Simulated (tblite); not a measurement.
# C6H13BS2: the cost of one run

Programs: tblite 0.8.0 and PySCF 2.14.0, with density-fitted response routines of our own. Each step states its level of theory. These are calculated values for one molecule in the gas phase, unless marked as measured. Atoms count from 0, in the outputs and in this text.

### 1 The starting structure

22 atoms, charge 0, multiplicity 1; geometry from: force field or distance geometry start.

Bonds of the start (Å): C0–S1 1.83, S1–C2 1.78, C2–S3 1.83, S3–C4 1.81, C4–C5 1.50, C5–B6 1.56, B6–C7 1.58, C7–C8 1.53, C7–C2 1.50, C0–H9 1.09, C0–H10 1.10, C0–H11 1.11, C2–H12 1.10, C4–H13 1.10, C4–H14 1.12, C5–H15 1.13, C5–H16 1.11, B6–H17 1.20, C7–H18 1.11, C8–H19 1.10, C8–H20 1.11, C8–H21 1.11.

### 2 Geometry optimisation with GFN2-xTB

The job: settings as JSON, then the geometry in Å.

```
{"job": {"kind": "relax", "xc": "GFN2-xTB", "basis": "xTB"}, "charge": 0, "multiplicity": 1}
C      3.431000    -0.358300     0.567400
S      2.007600    -1.413700     0.105800
C      0.630700    -0.325800    -0.172100
S      0.703000     1.214700     0.810300
C     -0.587000     2.265800     0.089900
C     -1.931700     1.606600     0.028100
B     -1.906300     0.060300    -0.187400
C     -0.713300    -0.914200     0.146600
C     -0.932200    -2.182500    -0.678400
H      4.347200    -0.937000     0.498600
H      3.270300    -0.058700     1.613400
H      3.436400     0.580300    -0.030300
H      0.589400     0.008300    -1.223800
H     -0.603100     3.190100     0.678500
H     -0.203200     2.534800    -0.931600
H     -2.555900     1.899600     0.924200
H     -2.463900     2.045200    -0.847000
H     -2.967100    -0.464000    -0.369500
H     -0.719700    -1.220500     1.216500
H     -1.435000    -1.931700    -1.622100
H     -1.468400    -2.964400    -0.092200
H      0.060700    -2.615600    -0.926500
```

The run is started by

```console
> OMP_NUM_THREADS=1 python probes_run.py task.json out
```

The driver reads the jobs from task.json and runs them one after another.

**Question.** How long does this first job take on 1 thread of Arm Neoverse N1, shared host, and how much memory does it need?

About 2.1 s, with a peak of 0.18 GiB.
